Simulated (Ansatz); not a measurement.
I need cell relaxations under several functionals of YIn, space group Pm-3m. Use the Python package of Ansatz (0.2.0). Use (first run): PBEsol, PAW, cutoff 420 eV, 6×6×6 k-points, cold smearing of 0.1 eV, D3BJ dispersion.

```
Y In
1.0
     3.81000    0.00000    0.00000
     0.00000    3.81000    0.00000
     0.00000    0.00000    3.81000
Y In
1 1
Cartesian
  1.9050 1.9050 1.9050
  0.0000 0.0000 0.0000
```

`yin.py`
```python
import ansatz as az
import numpy as np

def edges_and_angles(cell):
    cell = np.asarray(cell)
    a, b, c = np.linalg.norm(cell, axis=1)
    cosines = cell[1] @ cell[2] / (b * c), cell[0] @ cell[2] / (a * c), cell[0] @ cell[1] / (a * b)
    return (a, b, c, *np.degrees(np.arccos(cosines)))


def main() -> None:
    lattice = az.Lattice.of(
        [3.81, 0.0, 0.0],
        [0.0, 3.81, 0.0],
        [0.0, 0.0, 3.81],
    )
    sites = [
        ('Y', [0.5, 0.5, 0.5]),
        ('In', [0.0, 0.0, 0.0]),
    ]
    xtal = az.Crystal(lattice=lattice)
    for symbol, position in sites:
        xtal = xtal.atom(symbol, position)

    base = (
        xtal.calculation()
        .basis(420)
        .kpoints(6)
        .occupations('Marzari-Vanderbilt')
        .scf(max_iterations=60)
        .relax(cell=True, force_tolerance=0.005, max_steps=30)
    )

    levels = [('pbesol', 'd3bj'), ('lda', 'none'), ('pbesol', 'none')]
    print('level            a       b       c    alpha   beta  gamma  V/atom  steps')
    for name, dispersion in levels:
        seen = []
        run = base.functional(name, dispersion=dispersion).session().plan()
        done = run.execute(on_event=lambda e: seen.append(e) if e['event'] == 'relax_step' else None)
        cell = done.lattice.cell_ang
        label = name if dispersion == 'none' else f'{name}+{dispersion}'
        print('{:13s} {:7.4f} {:7.4f} {:7.4f} {:6.2f} {:6.2f} {:6.2f}'.format(label, *edges_and_angles(cell)), f'{abs(np.linalg.det(cell)) / len(done.lattice.sites):7.3f} {len(seen):5d}')


if __name__ == '__main__':
    main()
```

```console
$ python yin.py
level            a       b       c    alpha   beta  gamma  V/atom  steps
pbesol+d3bj    3.6521  3.6521  3.6521  90.00  90.00  90.00  24.356     5
lda            3.6605  3.6605  3.6605  90.00  90.00  90.00  24.525     5
pbesol         3.7030  3.7030  3.7030  90.00  90.00  90.00  25.387     5
```

From smallest to largest: PBEsol+D3BJ (24.36 Å³ an atom, -11.9 % against the start), LDA (24.52 Å³ an atom, -11.3 % against the start) and PBEsol (25.39 Å³ an atom, -8.2 % against the start). The spread is 4.2 % in volume.

Caveats:
- Spin is left out of this run.
- Forces vanish by symmetry, so the ions can't move, and the end may be a saddle.
- Dispersion corrections can be off by several per cent in the lattices of metals, and by several GPa in the pressure at a fixed cell.
- For a metal this k-point mesh is coarse: on a finer one energies can move by several to tens of meV an atom and pressures by half a GPa or more, differences at one mesh by less.
- The structure is a deposited one; some such entries were measured under pressure or heat, so a shift against it needn't be the functional's error alone.
- The whole script took 14 s on 1 thread of Arm Neoverse V2, with other jobs on the host, peak memory 0.42 GiB.

(Lines on the test bed's own set-up are left out of the output.)
